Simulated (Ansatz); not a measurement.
# Ni2O3: the cost of one run

Computed with Ansatz 0.2.0 (DFT PBE, scalar-relativistic, plane waves, PAW, unless a step's input says otherwise).

## (1) The structure to begin with

Symmetry: Cmcm, No. 63, orthorhombic system. The conventional cell has a = 2.903 Å, b = 9.707 Å, c = 14.577 Å, α = 90.00°, β = 90.00°, γ = 90.00°. Ni (site symmetry m) has 6 O at 1.90 to 2.08 Å in its first shell of neighbours. Ni (site symmetry m) has 6 O at 1.85 to 2.17 Å in its first shell of neighbours. O (site symmetry 2/m) is surrounded by 6 Ni at 2.08 to 2.17 Å. Around O (site symmetry m) lie 3 Ni at 1.90 to 1.92 Å. O (site symmetry m) has 5 Ni at 1.98 to 2.08 Å in its first shell of neighbours. O (site symmetry m2m) is surrounded by 2 Ni at 1.85 Å.

As a file:

```xyz
20
Lattice="1.4514 -4.8533 0.0000 1.4514 4.8533 0.0000 0.0000 0.0000 14.5766" Properties=species:S:1:pos:R:3 pbc="T T T"
Ni    1.4514    3.5269    0.6814
Ni    1.4514   -3.5269   13.8952
Ni    1.4514    3.5269    6.6069
Ni    1.4514   -3.5269    7.9697
Ni    1.4514   -0.9122    9.2616
Ni    1.4514    0.9122    5.3150
Ni    1.4514    0.9122    1.9733
Ni    1.4514   -0.9122   12.6033
O     1.4514    0.0000    7.2883
O     1.4514    0.0000    0.0000
O     1.4514   -4.5451   12.2937
O     1.4514    4.5451    2.2829
O     1.4514    4.5451    5.0054
O     1.4514   -4.5451    9.5712
O     1.4514    2.7205   13.4486
O     1.4514   -2.7205    1.1280
O     1.4514   -2.7205    6.1603
O     1.4514    2.7205    8.4163
O     1.4514   -1.6958   10.9325
O     1.4514    1.6958    3.6442
```

The structure comes from the Materials Project (structure only).

(A quick probe on a coarse mesh, which set the mesh and smearing, is not shown.)

## (3) A loose first relaxation

The input, input.yaml:

```yaml
crystal:
  lattice:
    - [1.451379, -4.853278, 0.0]
    - [1.451379, 4.853278, 0.0]
    - [0.0, 0.0, 14.576609]
  atoms:
    - { symbol: Ni, position: [0.1366435, 0.8633565, 0.0467465], spin: -0.32 }
    - { symbol: Ni, position: [0.8633565, 0.1366435, 0.9532535], spin: -0.32 }
    - { symbol: Ni, position: [0.1366435, 0.8633565, 0.4532535], spin: -0.32 }
    - { symbol: Ni, position: [0.8633565, 0.1366435, 0.5467465], spin: -0.32 }
    - { symbol: Ni, position: [0.593978, 0.406022, 0.6353735], spin: 0.72 }
    - { symbol: Ni, position: [0.406022, 0.593978, 0.3646265], spin: 0.72 }
    - { symbol: Ni, position: [0.406022, 0.593978, 0.1353735], spin: 0.72 }
    - { symbol: Ni, position: [0.593978, 0.406022, 0.8646265], spin: 0.72 }
    - { symbol: O, position: [0.5, 0.5, 0.5] }
    - { symbol: O, position: [0.5, 0.5, 0.0] }
    - { symbol: O, position: [0.968253, 0.031747, 0.8433835], spin: 0.11 }
    - { symbol: O, position: [0.031747, 0.968253, 0.1566165], spin: 0.11 }
    - { symbol: O, position: [0.031747, 0.968253, 0.3433835], spin: 0.11 }
    - { symbol: O, position: [0.968253, 0.031747, 0.6566165], spin: 0.11 }
    - { symbol: O, position: [0.2197295, 0.7802705, 0.9226175] }
    - { symbol: O, position: [0.7802705, 0.2197295, 0.0773825] }
    - { symbol: O, position: [0.7802705, 0.2197295, 0.4226175] }
    - { symbol: O, position: [0.2197295, 0.7802705, 0.5773825] }
    - { symbol: O, position: [0.6747115, 0.3252885, 0.75], spin: 0.6 }
    - { symbol: O, position: [0.3252885, 0.6747115, 0.25], spin: 0.6 }
basis:
  ecutwfc: 420
kpoints:
  mp_grid: { grid: [8, 8, 2] }
hamiltonian:
  xc: pbe
scf:
  occupations: { method: gaussian, width: 0.1 }
output:
  forces: true
  stress: true
  eigenvalues: true
  populations: true
magnetization:
  spin_polarized: true
relax:
  adjacent_minimum: "off"
  f_tol: 0.05
  max_steps: 80
  cell: { stress_tol: 0.5 }
```

Command:

```sh
> ansatz run input.yaml --threads 4 --pin off --max-ram 9216MiB --backend cpu --events-out ev --progress --plain --runs-dir out
```

**Question.** How long does this run take on 4 threads of Intel Xeon at 2.70GHz, shared host, and how much memory does it need?

About 11 min, with a peak of 2.1 GiB.
